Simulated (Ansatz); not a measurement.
# MnBr3: the cost of one run

Method: DFT PBE, scalar-relativistic, plane waves, PAW, in Ansatz 0.2.0.

1 further run of the same task is left out (it didn't finish).

## Step 1: The structure to begin with

The structure is cubic, space group Pm-3m (No. 221). Conventional cell: a = 4.837 Å, b = 4.837 Å, c = 4.837 Å, α = 90.00°, β = 90.00°, γ = 90.00°. Around Mn (site symmetry m-3m) lie 12 Br at 3.42 Å. Br (site symmetry 4/mmm) has 4 Mn at 3.42 Å and 8 Br at 3.42 Å as nearest neighbours.

Structure file:

```
CELL_PARAMETERS angstrom
4.83728 0.00000 0.00000
0.00000 4.83728 0.00000
0.00000 0.00000 4.83728
ATOMIC_POSITIONS crystal
Mn 0.00000 0.00000 0.00000
Br 0.00000 0.50000 0.50000
Br 0.50000 0.50000 0.00000
Br 0.50000 0.00000 0.50000
```

Recipe of the guess: species swapped into a database cell of MnPt3 (Pm-3m, No. 221), with Br on the Pt sites. Lengths come from tabulated atomic sizes and are only a guess.

## Step 2: A first look at the guess

Input file input.yaml:

```yaml
crystal:
  lattice:
    - [4.8372764, 0.0, 0.0]
    - [0.0, 4.8372764, 0.0]
    - [0.0, 0.0, 4.8372764]
  atoms:
    - { symbol: Mn, position: [0.0, 0.0, 0.0], spin: 4.0 }
    - { symbol: Br, position: [0.0, 0.5, 0.5] }
    - { symbol: Br, position: [0.5, 0.5, 0.0] }
    - { symbol: Br, position: [0.5, 0.0, 0.5] }
basis:
  ecutwfc: 420
kpoints:
  mp_grid: { grid: [4, 4, 4] }
hamiltonian:
  xc: pbe
scf:
  occupations: { method: gaussian, width: 0.1 }
  lower_state_search: "off"
output:
  forces: true
  stress: true
  eigenvalues: true
  populations: true
magnetization:
  spin_polarized: true
```

Started as:

```console
> ansatz run input.yaml --threads 1 --pin off --max-ram 2048MiB --backend cpu --events-out ev --progress --plain --runs-dir out
```

What time and memory should one allow on 1 thread of Intel Xeon Platinum 8488C (Sapphire Rapids), shared host?

About 5 s, with a peak of 0.42 GiB.
